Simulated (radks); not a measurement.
**Xe in [Xe]: an all-electron calculation**

The task here is to estimate one member of a computed series from the others.

The numbers are computed with radks (a radial shooting solver on a logarithmic mesh, Libxc functionals) version 1 (Dirac Kohn-Sham, PBE, spin-unpolarised, spherical densities, finite nucleus), except any that are marked as measured or tabulated.

## Starting point

* element: xenon (Z = 54)
* charge: 0
* electrons: 54
* configuration: [Xe]
* nuclear rms radius: 4.7859 fm

The outer shells:

Xe
```
[Kr] core
4d [↑↓][↑↓][↑↓][↑↓][↑↓]
5s [↑↓]
5p [↑↓][↑↓][↑↓]
```

The first run:

The run's settings:

```text
Z 54
configuration [Xe] 6s0 4f0 5d0 6p0
relativity Dirac
functional pbe,pbe
spin unpolarised
j_filling energy
nucleus finite rms 4.7859 fm
c 137.035999084
```

On the command line:

```console
python run_ks.py task.json out
```

This one command runs every case of the session in turn.

Steps of the session up to this table: Self-consistent calculation.

One table of the session follows, with a row left open; its other results are not shown here.

It belongs to the step «Orbitals and density». Sizes of the orbitals, from the radial functions (bohr):

```
level      <r>  outermost maximum (interpolated)  90 % within  nodes
1s1/2  0.02666                            0.0172       0.0480      0
2s1/2   0.1142                            0.0971        0.177      1
2p1/2  0.09621                            0.0744        0.158      0
2p3/2   0.1020                            0.0793        0.166      0
3s1/2   0.3061                             0.279        0.450      2
3p1/2   0.2962                             0.266        0.445      1
3p3/2   0.3078                             0.276        0.462      1
3d3/2   0.2787                             0.224        0.438      0
3d5/2   0.2824                             0.227        0.443      0
4s1/2        ?                                 ?            ?      ?
4p1/2   0.7459                             0.677         1.09      2
4p3/2   0.7737                             0.701         1.13      2
4d3/2   0.8707                             0.744         1.32      1
4d5/2   0.8816                             0.752         1.34      1
5s1/2    1.863                              1.63         2.72      4
5p1/2    2.233                              1.85         3.35      3
5p3/2    2.353                              1.94         3.55      3
```

Q: Estimate the row for 4s1/2 from the others.

As computed: <r>: 0.7168; outermost maximum (interpolated): 0.661; 90 % within: 1.03; nodes: 3. In the column «<r>» it lies between 3p3/2 (0.3078) and 4p1/2 (0.7459).
